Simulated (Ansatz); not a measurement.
# MnF2: the cost of one run

Program: Ansatz 0.2.0. Level of theory: DFT LDA+U (U_eff = 4 eV on Mn d), plane waves, PAW. These are calculated values, not measurements.

2 further runs of the same task are left out: 2 that didn't finish.

## Step 1: The system as given

The structure is tetragonal, space group P4_2/mnm (No. 136). The conventional cell has a = 4.873 Å, b = 4.873 Å, c = 3.310 Å, α = 90.00°, β = 90.00°, γ = 90.00°. Mn (site symmetry mmm) has 6 F at 2.10 to 2.13 Å as nearest neighbours. F (site symmetry m2m) is surrounded by 3 Mn at 2.10 to 2.13 Å.

Coordinates:

```cif
data_structure
_symmetry_space_group_name_H-M 'P 1'
_symmetry_Int_Tables_number 1
_cell_length_a 4.8734
_cell_length_b 4.8734
_cell_length_c 3.3099
_cell_angle_alpha 90.000
_cell_angle_beta 90.000
_cell_angle_gamma 90.000
_cell_volume 78.61
loop_
_atom_site_label
_atom_site_type_symbol
_atom_site_fract_x
_atom_site_fract_y
_atom_site_fract_z
_atom_site_occupancy
Mn1 Mn 0.00000 0.00000 0.00000 1
Mn2 Mn 0.50000 0.50000 0.50000 1
F1 F 0.30500 0.30500 0.00000 1
F2 F 0.19500 0.80500 0.50000 1
F3 F 0.69500 0.69500 0.00000 1
F4 F 0.80500 0.19500 0.50000 1
```

An earlier series on this cell reached its lowest free state from «ferrimagnetic site moments held at first, then free», perhaps among other starts.

## Step 2: Canted directions held, 90°

Input file input.yaml:

```yaml
crystal:
  lattice:
    - [4.87339966, 0.0, 0.0]
    - [0.0, 4.87339966, 0.0]
    - [0.0, 0.0, 3.30989977]
  atoms:
    - { symbol: Mn, position: [0.0, 0.0, 0.0], spin: 5.0, spin_axis: [0.0, 0.0, 1.0] }
    - { symbol: Mn, position: [0.5, 0.5, 0.5], spin: 5.0, spin_axis: [1.0, 0.0, 0.0] }
    - { symbol: F, position: [0.305, 0.305, 0.0] }
    - { symbol: F, position: [0.195, 0.805, 0.5] }
    - { symbol: F, position: [0.695, 0.695, 0.0] }
    - { symbol: F, position: [0.805, 0.195, 0.5] }
basis:
  ecutwfc: 420
  ecutrho_ratio: 4
kpoints:
  mp_grid: { grid: [4, 4, 6] }
hamiltonian:
  xc: lda
  hubbard:
    sites:
      - { site: 0, l: d, u_eff: 4.0, starting_ns: [{ occupation_matrix: s0 }] }
      - { site: 1, l: d, u_eff: 4.0, starting_ns: [{ occupation_matrix: s1 }] }
    occupation_matrices:
      s0:
        spinor_matrix:
          - [[0.97, 0.0], [0.0, 0.0], [0.0, 0.0], [0.0, 0.0], [0.0, 0.0], [0.0, 0.0], [0.0, 0.0], [0.0, 0.0], [0.0, 0.0], [0.0, 0.0]]
          - [[0.0, 0.0], [0.97, 0.0], [0.0, 0.0], [0.0, 0.0], [0.0, 0.0], [0.0, 0.0], [0.0, 0.0], [0.0, 0.0], [0.0, 0.0], [0.0, 0.0]]
          - [[0.0, 0.0], [0.0, 0.0], [0.97, 0.0], [0.0, 0.0], [0.0, 0.0], [0.0, 0.0], [0.0, 0.0], [0.0, 0.0], [0.0, 0.0], [0.0, 0.0]]
          - [[0.0, 0.0], [0.0, 0.0], [0.0, 0.0], [0.97, 0.0], [0.0, 0.0], [0.0, 0.0], [0.0, 0.0], [0.0, 0.0], [0.0, 0.0], [0.0, 0.0]]
          - [[0.0, 0.0], [0.0, 0.0], [0.0, 0.0], [0.0, 0.0], [0.97, 0.0], [0.0, 0.0], [0.0, 0.0], [0.0, 0.0], [0.0, 0.0], [0.0, 0.0]]
          - [[0.0, 0.0], [0.0, 0.0], [0.0, 0.0], [0.0, 0.0], [0.0, 0.0], [0.02, 0.0], [0.0, 0.0], [0.0, 0.0], [0.0, 0.0], [0.0, 0.0]]
          - [[0.0, 0.0], [0.0, 0.0], [0.0, 0.0], [0.0, 0.0], [0.0, 0.0], [0.0, 0.0], [0.02, 0.0], [0.0, 0.0], [0.0, 0.0], [0.0, 0.0]]
          - [[0.0, 0.0], [0.0, 0.0], [0.0, 0.0], [0.0, 0.0], [0.0, 0.0], [0.0, 0.0], [0.0, 0.0], [0.02, 0.0], [0.0, 0.0], [0.0, 0.0]]
          - [[0.0, 0.0], [0.0, 0.0], [0.0, 0.0], [0.0, 0.0], [0.0, 0.0], [0.0, 0.0], [0.0, 0.0], [0.0, 0.0], [0.02, 0.0], [0.0, 0.0]]
          - [[0.0, 0.0], [0.0, 0.0], [0.0, 0.0], [0.0, 0.0], [0.0, 0.0], [0.0, 0.0], [0.0, 0.0], [0.0, 0.0], [0.0, 0.0], [0.02, 0.0]]
      s1:
        spinor_matrix:
          - [[0.495, 0.0], [0.0, 0.0], [0.0, 0.0], [0.0, 0.0], [0.0, 0.0], [0.475, 0.0], [0.0, 0.0], [0.0, 0.0], [0.0, 0.0], [0.0, 0.0]]
          - [[0.0, 0.0], [0.495, 0.0], [0.0, 0.0], [0.0, 0.0], [0.0, 0.0], [0.0, 0.0], [0.475, 0.0], [0.0, 0.0], [0.0, 0.0], [0.0, 0.0]]
          - [[0.0, 0.0], [0.0, 0.0], [0.495, 0.0], [0.0, 0.0], [0.0, 0.0], [0.0, 0.0], [0.0, 0.0], [0.475, 0.0], [0.0, 0.0], [0.0, 0.0]]
          - [[0.0, 0.0], [0.0, 0.0], [0.0, 0.0], [0.495, 0.0], [0.0, 0.0], [0.0, 0.0], [0.0, 0.0], [0.0, 0.0], [0.475, 0.0], [0.0, 0.0]]
          - [[0.0, 0.0], [0.0, 0.0], [0.0, 0.0], [0.0, 0.0], [0.495, 0.0], [0.0, 0.0], [0.0, 0.0], [0.0, 0.0], [0.0, 0.0], [0.475, 0.0]]
          - [[0.475, 0.0], [0.0, 0.0], [0.0, 0.0], [0.0, 0.0], [0.0, 0.0], [0.495, 0.0], [0.0, 0.0], [0.0, 0.0], [0.0, 0.0], [0.0, 0.0]]
          - [[0.0, 0.0], [0.475, 0.0], [0.0, 0.0], [0.0, 0.0], [0.0, 0.0], [0.0, 0.0], [0.495, 0.0], [0.0, 0.0], [0.0, 0.0], [0.0, 0.0]]
          - [[0.0, 0.0], [0.0, 0.0], [0.475, 0.0], [0.0, 0.0], [0.0, 0.0], [0.0, 0.0], [0.0, 0.0], [0.495, 0.0], [0.0, 0.0], [0.0, 0.0]]
          - [[0.0, 0.0], [0.0, 0.0], [0.0, 0.0], [0.475, 0.0], [0.0, 0.0], [0.0, 0.0], [0.0, 0.0], [0.0, 0.0], [0.495, 0.0], [0.0, 0.0]]
          - [[0.0, 0.0], [0.0, 0.0], [0.0, 0.0], [0.0, 0.0], [0.475, 0.0], [0.0, 0.0], [0.0, 0.0], [0.0, 0.0], [0.0, 0.0], [0.495, 0.0]]
    ns_hold: { iters: 8 }
scf:
  occupations: { method: gaussian, width: 0.05 }
  lower_state_search: "off"
  max_iter: 150
output:
  forces: true
  stress: true
  eigenvalues: true
  populations: true
  hubbard: { sites: [{ site: 0, l: d }, { site: 1, l: d }] }
  write_density: true
  write_potential: true
  elf: true
  volumetric_format: npy
magnetization:
  noncollinear: true
  spin_orbit: false
  spin_locking: { lock_directions: true }
```

At this filling each channel is wholly full or empty, so no choice of orbitals remains. The typed matrices put 0.97 on the chosen orbitals and 0.02 on the others, and are held for 8 cycles. The lock stays on to the end, so the result is a constrained state. Spins may be non-collinear here, without spin–orbit coupling.

On the command line:

```bash
$ ansatz run input.yaml --threads 4 --pin off --max-ram 6144MiB --backend cpu --events-out ev --progress --plain --runs-dir out
```

Q: Estimate wall time and peak memory on 4 threads of Arm Neoverse V1, shared host.

About 52 s, with a peak of 0.86 GiB.
